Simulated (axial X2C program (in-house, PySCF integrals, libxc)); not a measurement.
# AsP⁺: EOM-EA-CCSD levels

Aim: EOM-EA-CCSD levels of AsP⁺, with spin–orbit coupling in the Hamiltonian from the start.

Program: an in-house X2C program for linear molecules on PySCF integrals. Level of theory: two-component X2C with atomic mean-field terms, As dyall-acv3z, P dyall-av3z. These are calculated values, not measurements.

### Step 1. The job

File task.json:

```json
{"zs": [33, 15], "q": 1, "bas": ["dyall-acv3z", "dyall-av3z"], "r0": 2.16, "eom": "ea", "thr": -2.0, "nmax": 92, "grid": [1, 0.96, 1.045, 0.92, 1.09, 1.15]}
```

Keys: zs atomic numbers; q charge; bas basis sets; r0 starting distance in Å; eom kind of EOM run; thr threshold in hartree for freezing inner shells (an s shell follows its p shell); nmax most natural virtual spinors; grid distances as factors.

Started as:

```console
python soeom.py task.json out
```

Further steps of the session: EOM-EA-CCSD at 2.082 Å.

Q: Predict the outcome of this session. Wanted: next root led by one particle; T1 of the reference; lowest state, Re and ωe.

**Answer**, as computed:

```
                     quantity                             value
       lowest root at 2.082 Å                Ω = 3/2, 17.037 eV
next root led by one particle  Ω = 1/2, about 22490 cm⁻¹ higher
          T1 of the reference                             0.013
      lowest state, Re and ωe                 2.103 Å, 534 cm⁻¹
```

The added electron is bound by 17.04 eV in a spinor of 46% P pπ, 41% As pπ. Errors of 0.1 to 0.3 eV are usual at this size, and roots led by higher excitations are left out, so the list is incomplete, and low states of that kind can be missing. T1 or the largest double amplitude of the reference is raised, which lowers the reliability.
